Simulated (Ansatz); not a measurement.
Geometry optimisation, Ansatz 0.2.0, DFT PBE-D3(BJ), scalar-relativistic, plane waves, PAW.

Input file:

```yaml
crystal:
  lattice:
    - [0.0, 5.43, 5.43]
    - [5.43, 0.0, 5.43]
    - [5.43, 5.43, 0.0]
  atoms:
    - { symbol: Si, position: [0.0, 0.0, 0.0] }
    - { symbol: Si, position: [0.125, 0.125, 0.125] }
    - { symbol: Si, position: [0.0, 0.0, 0.5] }
    - { symbol: Si, position: [0.125, 0.125, 0.625] }
    - { symbol: Si, position: [0.0, 0.5, 0.0] }
    - { symbol: Si, position: [0.125, 0.625, 0.125] }
    - { symbol: Si, position: [0.0, 0.5, 0.5] }
    - { symbol: Si, position: [0.125, 0.625, 0.625] }
    - { symbol: Si, position: [0.5, 0.0, 0.0] }
    - { symbol: Si, position: [0.625, 0.125, 0.125] }
    - { symbol: Si, position: [0.5, 0.0, 0.5] }
    - { symbol: Si, position: [0.625, 0.125, 0.625] }
    - { symbol: Si, position: [0.5, 0.5, 0.0] }
    - { symbol: Si, position: [0.625, 0.625, 0.125] }
    - { symbol: Si, position: [0.5, 0.5, 0.5] }
    - { symbol: Si, position: [0.625, 0.625, 0.625] }
    - { symbol: C, position: [0.56106791, 0.30468084, 0.31733845], spin: 1.0 }
magnetization:
  spin_polarized: true
basis:
  ecutwfc: 420.0
kpoints:
  mp_grid: { grid: [2, 2, 2] }
hamiltonian:
  xc: pbe
  dispersion: d3bj
  pseudopotentials: { kind: paw, azcp: { folder: soft_1 } }
scf:
  occupations: { method: gaussian, width: 0.05 }
  lower_state_search: "off"
relax:
  f_tol: 0.03
  max_steps: 60
  adjacent_minimum: "off"
```

Command:

```bash
$ ansatz run input.yaml --threads 2 --pin off --max-ram 5120MiB --backend cpu --events-out ev --progress --plain --runs-dir out
```

Task: Where does it end, and by what steps?

Result: The forces met the threshold. Limits of this set-up: coarse k mesh, a small cell, in which the defect meets its images. After 10 steps the energy has fallen by 1.152 eV; C17 moved furthest, 1.03 Å.

| step | energy less start (eV) | largest force component (eV/Å) | accepted |
| --- | --- | --- | --- |
| 0 | 0.0000 | 0.527 | yes |
| 1 | -0.1220 | 0.262 | yes |
| 2 | -0.1493 | 0.371 | yes |
| 3 | -0.2059 | 0.564 | yes |
| 4 | -0.4218 | 0.672 | yes |
| 5 | -0.6666 | 1.571 | yes |
| 6 | -0.9478 | 1.001 | yes |
| 7 | -1.1191 | 0.239 | yes |
| 8 | -1.1448 | 0.219 | yes |
| 9 | -1.1495 | 0.074 | yes |
| 10 | -1.1519 | 0.018 | yes |

```xyz
17
Lattice="0.0000 5.4300 5.4300 5.4300 0.0000 5.4300 5.4300 5.4300 0.0000" Properties=species:S:1:pos:R:3
Si 0.037 0.093 0.044
Si 1.329 1.386 1.518
Si 2.621 2.678 0.043
Si 4.318 3.825 1.109
Si 2.725 -0.009 2.793
Si 4.032 1.384 4.148
Si 5.448 2.696 2.829
Si 6.761 4.113 4.147
Si 0.021 2.694 2.971
Si 1.510 4.189 4.293
Si 2.859 5.287 2.062
Si 3.957 6.638 4.291
Si 2.756 2.727 5.580
Si 4.130 4.015 6.973
Si 5.418 5.389 5.578
Si 6.753 6.821 6.802
C 3.003 5.144 3.820
```

Whether the end is a true minimum wasn't checked by a vibrational analysis.

Run time: 87 s on 2 threads of Arm Neoverse V2, with other jobs on the host, peak memory 0.69 GiB.
